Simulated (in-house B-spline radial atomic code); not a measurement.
# As²⁴⁺: Hartree-Fock with and without relativity

Aim: what relativity does to the energy, levels and radii of As²⁴⁺.

Method: Hartree-Fock averaged over the configuration, non-relativistic (point nucleus) and Dirac-Coulomb (finite nucleus); spherical all-electron atom at the radial basis limit. Code: in-house B-spline radial atomic code version 1.

## (1) Starting point

* element: arsenic (Z = 33)
* charge: +24
* electrons: 9
* configuration: [He] 2s2 2p5
* nucleus: point (non-relativistic run); Fermi, rms radius 4.097 fm (Dirac runs)

Outer shells as boxes (Hund's rule):

[He] 2s2 2p5
```
[He] core
2s [↑↓]
2p [↑↓][↑↓][↑ ]
```

The boxes draw the filling by Hund's rule, which heavy ions in jj coupling don't follow; these runs average over all states of the configuration.

## (2) Non-relativistic run

The run's settings:

```ini
Z = 33
electrons = 9.0
configuration = [He] 2s2 2p5
hamiltonian = nr
method = hf
spin_polarised = False
```

## (3) Dirac-Coulomb run

The run's settings:

```ini
Z = 33
electrons = 9.0
configuration = [He] 2s2 2p5
hamiltonian = dirac
method = hf
spin_polarised = False
nucleus = fermi
rms_radius = 4.0968
mass_number = 75
atomic_mass = 74.921594562
speed_of_light = 137.035999084
```

## (4) Dirac-Coulomb run in the lowest jj configuration, 1s2 2s2 2p-2 2p+3

In configurations, a minus sign after the shell means j = l − 1/2 and a plus sign j = l + 1/2; the count of electrons follows.

Changes to the settings of step 3:

```diff
@@ -2,3 +2,3 @@
 electrons = 9.0
-configuration = [He] 2s2 2p5
+configuration = 1s2 2s2 2p-2 2p+3
 hamiltonian = dirac
```

Q: How much does each shell's level and mean radius change with the Dirac Hamiltonian, and the total energy?

As calculated:

Levels and radii; the Dirac values are averaged over j with the occupations as weights.

| shell | ε non-rel. (eV) | ε Dirac (eV) | <r> non-rel. (bohr) | <r> Dirac (bohr) | change of <r> (%) |
| --- | --- | --- | --- | --- | --- |
| 1s | -12988.1 | -13175.8 | 0.04628 | 0.04540 | -1.92 |
| 2s | -2626.79 | -2674.37 | 0.2000 | 0.1961 | -1.98 |
| 2p | -2488.75 | -2504.01 | 0.1723 | 0.1706 | -0.98 |

**Reading.** Relativity and the finite nucleus together change the total energy by -23.45 hartree (-1.3 %). The first-order mass-velocity and Darwin terms of the non-relativistic run add up to -22.21 hartree, 95 % of it. The strongest contraction, averaged over j, is that of 2s (-1.98 %). Spin-orbit coupling splits the 2p level by 39.345 eV. The lowest jj configuration lies 12.729 eV below the average over the whole configuration. Breit terms add 0.878 hartree and QED terms 0.697 hartree.
